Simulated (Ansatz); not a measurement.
**CH6BGeNO: up Jacob's ladder to CCSD(T)**

The task here is to estimate one member of a computed series from the others.

The runs use Ansatz 0.2.0, Gaussian basis; functionals in def2-TZVPP, the program's frozen cores in correlated methods.

Levels to be run: PBE-D4, r2SCAN-D4, PBE0-D4, B3LYP-D4, ωB97X-V, ωB97M-V, B2PLYP; CCSD(T)/def2-TZVPP; MP2/def2-QZVPP; extrapolation to the limit.

### Structure used throughout

The geometry comes from an earlier relaxation with PBE0-D4 in a triple-zeta def2 set; it is a stationary point, not always the lowest conformer.

SMILES `[CH3][Ge]1([NH2])[BH][O]1`, 11 atoms, charge 0, spin multiplicity 1.

Atoms are counted from 1 here; the program's logs count them from 0.

Bond lengths: C1–Ge2 1.946 Å, C1–H6 1.089 Å, C1–H7 1.092 Å, C1–H8 1.091 Å, Ge2–N3 1.812 Å, Ge2–B4 2.040 Å, Ge2–O5 2.104 Å, N3–H9 1.008 Å, N3–H10 1.007 Å, B4–O5 1.284 Å, B4–H11 1.193 Å. Angles: Ge2–C1–H6 109.8°, Ge2–C1–H7 109.7°, Ge2–C1–H8 109.9°, H6–C1–H7 109.1°, H6–C1–H8 109.2°, H7–C1–H8 109.1°, C1–Ge2–N3 105.5°, C1–Ge2–B4 122.8°, C1–Ge2–O5 100.3°, N3–Ge2–B4 121.2°, N3–Ge2–O5 110.0°, B4–Ge2–O5 36.1°, Ge2–N3–H9 119.9°, Ge2–N3–H10 119.6°, H9–N3–H10 111.8°, Ge2–B4–O5 74.7°, Ge2–B4–H11 145.3°, O5–B4–H11 140.0° and more.

Set-up of the first run:

Input file in.yaml:

```yaml
crystal:
  periodic: [false, false, false]
  atoms:
    - {symbol: C, position_ang: [-1.130567, 0.054694, 1.220765]}
    - {symbol: Ge, position_ang: [-0.193830, 0.078745, -0.484802]}
    - {symbol: N, position_ang: [0.852152, 1.557089, -0.440572]}
    - {symbol: B, position_ang: [0.415907, -1.620287, -1.435962]}
    - {symbol: O, position_ang: [0.991820, -1.647772, -0.288650]}
    - {symbol: H, position_ang: [-1.617578, -0.909473, 1.361230]}
    - {symbol: H, position_ang: [-0.420452, 0.217165, 2.033619]}
    - {symbol: H, position_ang: [-1.883358, 0.843898, 1.242296]}
    - {symbol: H, position_ang: [1.196219, 1.903136, 0.441648]}
    - {symbol: H, position_ang: [1.505209, 1.725777, -1.187764]}
    - {symbol: H, position_ang: [0.349877, -2.260074, -2.441110]}
basis:
  gaussian: {orbitals: def2-TZVPP}
hamiltonian: {xc: pbe, dispersion: d4}
output: {forces: true, orbitals: {seedname: orbitals}}
```

On the command line:

```bash
$ ansatz run in.yaml --threads 4 --pin off --events-out ev --progress --plain --max-ram 10444MiB
```

Steps of the session up to this table: PBE-D4 (GGA); r2SCAN-D4 (meta-GGA); PBE0-D4 (hybrid); B3LYP-D4 (hybrid); ωB97X-V (range-separated); ωB97M-V (range-separated); B2PLYP (double hybrid); CCSD(T) in def2-TZVPP; MP2 in def2-QZVPP.

One table of the session follows, with a row left open; its other results are not shown here.

```
            method  atomisation energy (eV)
            PBE-D4                   42.935
         r2SCAN-D4                   42.105
           PBE0-D4                   41.889
          B3LYP-D4                   41.923
           ωB97X-V                        ?
           ωB97M-V                   41.953
            B2PLYP                   41.545
     HF/def2-TZVPP                   29.290
    MP2/def2-TZVPP                   41.644
   CCSD/def2-TZVPP                   40.030
CCSD(T)/def2-TZVPP                   40.810
           MP2/CBS                   42.749
       CCSD(T)/CBS                   41.916
```

**Question.** Estimate the row for ωB97X-V.

The run gave: atomisation energy (eV): 41.985. In the column «atomisation energy (eV)» it lies between ωB97M-V (41.953) and r2SCAN-D4 (42.105).
